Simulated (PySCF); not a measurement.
# [RhSe2]+: relaxation and vibrations of the triplet

Where does triplet [RhSe2]+ go from a PBE minimum start, is the end point a minimum, and what are its modes, charges and moments?

Method: PBE, basis Rh def2-SVP with ECP28, Se def2-SVP, scalar-relativistic core potentials, no spin–orbit coupling, density fitting; program: PySCF 2.14.0.

## Step 1: The system as given

3 atoms, charge 1, spin multiplicity 3.

Bond lengths: Rh1–Se2 2.199 Å, Rh1–Se3 2.199 Å. Angles: Se2–Rh1–Se3 108.8°.

```xyz
3
charge 1 multiplicity 3
Rh    0.0000    0.0000   -0.7788
Se    1.7878    0.0000    0.5012
Se   -1.7878    0.0000    0.5012
```

## Step 2: The SCF at the typed geometry

The steps below are one call of a driver around PySCF. For each, scf.py gives the equivalent set-up of the SCF; relaxations use the driver's own optimiser. After this first run the driver tries any further starts and a stability analysis.

The input, scf.py:

```python
from pyscf import gto, scf, dft
mol = gto.M(atom='''
Rh    -0.000000     0.000000    -0.778774
Se     1.787772    -0.000000     0.501218
Se    -1.787772     0.000000     0.501218''',
    basis={'Rh': 'def2-SVP', 'Se': 'def2-SVP'},
    ecp={'Rh': 'def2-SVP'},
    charge=1, spin=2)
mf = dft.UKS(mol, xc='PBE')
mf.grids.atom_grid = (50, 194)
aux = {'Rh': 'def2-universal-JKFIT', 'Se': 'def2-universal-JKFIT'}
mf = mf.density_fit(auxbasis=aux)
mf.conv_tol = 1e-08
mf.diis_space = 10
mf.max_cycle = 60
mf.init_guess = 'minao'
mf.verbose = 4
mf.kernel()
```

Launch:

```
OMP_NUM_THREADS=2 python axn.py task.json out
```

Log:

```text
init E= -4900.97014205391
[... the frontier-level lines of each cycle are left out ...]
cycle= 1 E= -4910.18067941861  delta_E= -9.21  |g|= 1.66  |ddm|= 3.03
cycle= 2 E= -4893.98376494361  delta_E= 16.2  |g|= 4.09  |ddm|= 8.09
cycle= 3 E= -4911.51795084675  delta_E= -17.5  |g|= 1.11  |ddm|= 7.28
cycle= 4 E= -4912.03572173183  delta_E= -0.518  |g|= 0.344  |ddm|= 0.695
cycle= 5 E= -4912.01734175337  delta_E= 0.0184  |g|= 0.412  |ddm|= 0.339
cycle= 6 E= -4912.09176658213  delta_E= -0.0744  |g|= 0.0575  |ddm|= 0.298
cycle= 7 E= -4912.0935181349  delta_E= -0.00175  |g|= 0.0131  |ddm|= 0.0857
cycle= 8 E= -4912.09348755669  delta_E= 3.06e-05  |g|= 0.0178  |ddm|= 0.032
cycle= 9 E= -4912.09364679692  delta_E= -0.000159  |g|= 0.00315  |ddm|= 0.0187
cycle= 10 E= -4912.09365027913  delta_E= -3.48e-06  |g|= 0.0037  |ddm|= 0.00951
cycle= 11 E= -4912.09365711175  delta_E= -6.83e-06  |g|= 0.00107  |ddm|= 0.00435
cycle= 12 E= -4912.09365761089  delta_E= -4.99e-07  |g|= 0.000424  |ddm|= 0.00185
cycle= 13 E= -4912.09365770177  delta_E= -9.09e-08  |g|= 0.000272  |ddm|= 0.000826
cycle= 14 E= -4912.09365774621  delta_E= -4.44e-08  |g|= 1.31e-05  |ddm|= 0.000315
cycle= 15 E= -4912.09365774633  delta_E= -1.14e-10  |g|= 2.44e-06  |ddm|= 2.49e-05
Extra cycle  E= -4912.09365774625  delta_E= 7.37e-11  |g|= 1.36e-05  |ddm|= 1.3e-05
converged SCF energy = -4912.09365774625  <S^2> = 2.008968  2S+1 = 3.0059727
```

This step, with its further starts and checks, needed 43 s of wall time on 2 threads of AMD EPYC 7R43 (Zen 3), shared host.

Energies from each starting density:

```csv
start,energy (Eh)
the minimal-basis guess,-4912.093658
a thermally smeared density,-4912.093658
a smeared PBE density,-4912.093658
```

The first run landed in a state that is too high. Following the other starts and the instabilities gains 0.4 kJ/mol (-4912.09381 Eh), and the work goes on from there.

## Step 3: PBE minimum start, triplet: relaxation

The program finds C2v symmetry in the start, which this walk keeps. Threshold on the gradient: 0.0003 Eh/bohr, with a further test on the energy change.

scf.py: that of step 2 with these lines changed.

```diff
@@ -3,3 +3,3 @@
-Rh    -0.000000     0.000000    -0.778774
-Se     1.787772    -0.000000     0.501218
-Se    -1.787772     0.000000     0.501218''',
+Rh     0.000000     0.000000    -0.778664
+Se     1.787772     0.000000     0.501328
+Se    -1.787772     0.000000     0.501328''',
@@ -16 +15,0 @@
-mf.init_guess = 'minao'
```

Energy and gradient, step by step:

```csv
step,energy (Eh),change (kJ/mol),largest symmetric gradient (Eh/bohr)
0,-4912.093811,0.00,0.00158
1,-4912.093818,-0.02,0.00032
2,-4912.093818,-0.02,0.00001
```

The walk took 12 s.

Geometry (Å) and forces (eV/Å) at some steps:

```
step 0
Rh   0.000   0.000  -0.779   0.001   0.000  -0.081
Se   1.788   0.000   0.501   0.054  -0.003   0.040
Se  -1.788   0.000   0.501  -0.054   0.003   0.041
step 1
Rh   0.000   0.000  -0.781   0.001   0.000  -0.017
Se   1.789   0.000   0.502   0.011  -0.003   0.008
Se  -1.789   0.000   0.502  -0.012   0.003   0.008
step 2
Rh   0.000   0.000  -0.781   0.000   0.000   0.000
Se   1.789   0.000   0.502   0.000  -0.003   0.000
Se  -1.789   0.000   0.502   0.000   0.003   0.000
```

It settles in C2v symmetry, 0.0 kJ/mol below the start, after 2 steps: Rh–Se 2.202 Å (×2); Se–Rh–Se 108.7°.

## Step 4: Is it a minimum? Harmonic modes

On the finer grid the gradient is checked again; gradients at displacements of ±0.02 bohr then give force constants and infrared intensities.

scf.py: that of step 3 with these lines changed.

```diff
@@ -3,3 +3,3 @@
-Rh     0.000000     0.000000    -0.778664
-Se     1.787772     0.000000     0.501328
-Se    -1.787772     0.000000     0.501328''',
+Rh     0.000000     0.000000    -0.782114
+Se     1.787609     0.000000     0.503357
+Se    -1.787609     0.000000     0.503357''',
@@ -10 +10 @@
-mf.grids.atom_grid = (50, 194)
+mf.grids.atom_grid = (75, 302)
@@ -13 +13 @@
-mf.conv_tol = 1e-08
+mf.conv_tol = 1e-10
```

The driver hands on the density of the step before, so the log starts near convergence.

SCF at the final geometry:

```text
init E= -4912.09378024687
[... the frontier-level lines of each cycle are left out ...]
cycle= 1 E= -4912.09378020185  delta_E= 4.5e-08  |g|= 0.000307  |ddm|= 0.000283
cycle= 2 E= -4912.09377593539  delta_E= 4.27e-06  |g|= 0.00299  |ddm|= 0.00273
cycle= 3 E= -4912.09378024717  delta_E= -4.31e-06  |g|= 1.53e-05  |ddm|= 0.00247
cycle= 4 E= -4912.09378024736  delta_E= -1.96e-10  |g|= 1.92e-06  |ddm|= 2.73e-05
cycle= 5 E= -4912.09378024735  delta_E= 1.64e-11  |g|= 3.05e-07  |ddm|= 7.23e-06
Extra cycle  E= -4912.09378024736  delta_E= -1.46e-11  |g|= 1.99e-06  |ddm|= 3.71e-06
converged SCF energy = -4912.09378024736  <S^2> = 2.0080025  2S+1 = 3.0053302
```

The whole step took 73 s.

Geometry: C2v; Rh–Se 2.202 Å (×2); Se–Rh–Se 108.6°.

Harmonic modes (main isotopes):

```
ω (cm⁻¹)  IR (km/mol)
     105          0.0
     327          1.5
     352          3.7
```

All wavenumbers are real: a minimum.

The SCF density has lower symmetry than the nuclear frame, so the modes carry no labels.

Constants and moments:

* Dipole moment about the centre of mass: 0.69 D
* Highest occupied level: -11.51 eV
* Lowest empty level: -11.36 eV
* Rotational constants: 0.163, 0.03301, 0.02745 cm⁻¹
* Zero-point energy: 4.7 kJ/mol
* Principal polarisabilities: 42.6, 59.7, 127.8 bohr³
* Principal traceless quadrupole moments about the centre of mass: -9.54, -2.48, 12.03 D Å
* Entropy at 298.15 K and 1 bar (electronic part: spin only): 326.3 J/(mol K)
* Heat capacity Cp at 298.15 K: 54.8 J/(mol K)
* Enthalpy at 298.15 K above 0 K: 13.78 kJ/mol
* Rotational symmetry number: 2
* Spin squared ⟨S²⟩: 2.008

Charges (e) and bond orders:

```
 atom  Mulliken  Löwdin  polar tensor  spin (Mulliken)  Mayer order to Rh1
  Rh1      0.23   -0.38          0.67             0.79                   –
Se2,3      0.39    0.69          0.16             0.60                2.01
```

Outer orbital energies (eV). α occupied: -15.31, -14.48, -14.42, -14.16, -12.33, -12.24, -12.06, -11.51; empty: -11.36, -10.15, -7.17, -4.78. β occupied: -22.73, -15.02, -14.82, -14.15, -13.98, -13.38, -11.95, -11.83; empty: -11.20, -10.91, -10.65, -9.84.

Mulliken populations on Rh1 (outside its core potential): s 2.57, p 6.32, d 7.88, f 0.00.

## Step 5: Summary of results

| quantity | value |
| --- | --- |
| minimum | triplet, C2v |
| geometry | Rh–Se 2.202 Å (×2); Se–Rh–Se 108.6° |
| wavenumbers (cm⁻¹) | 105, 327, 352 |
| dipole moment (centre of mass) | 0.69 D |
| highest occupied, lowest empty level (either spin) | -11.51, -11.36 eV |
| polar-tensor charge of Rh1 | +0.67 e |
| zero-point energy | 4.7 kJ/mol |
| entropy at 298.15 K | 326.3 J/(mol K) |
| ⟨S²⟩ | 2.008 |

What this shows: The PBE minimum start keeps its C2v symmetry and ends in a minimum. The strongest infrared band lies at 352 cm⁻¹ (stretch). Other starts or spin states, not run here, may lie lower. The SCF density has lower symmetry than the nuclear frame. One determinant may miss the lowest occupation of an open d or f shell.

The search up to here took 2.2 min.
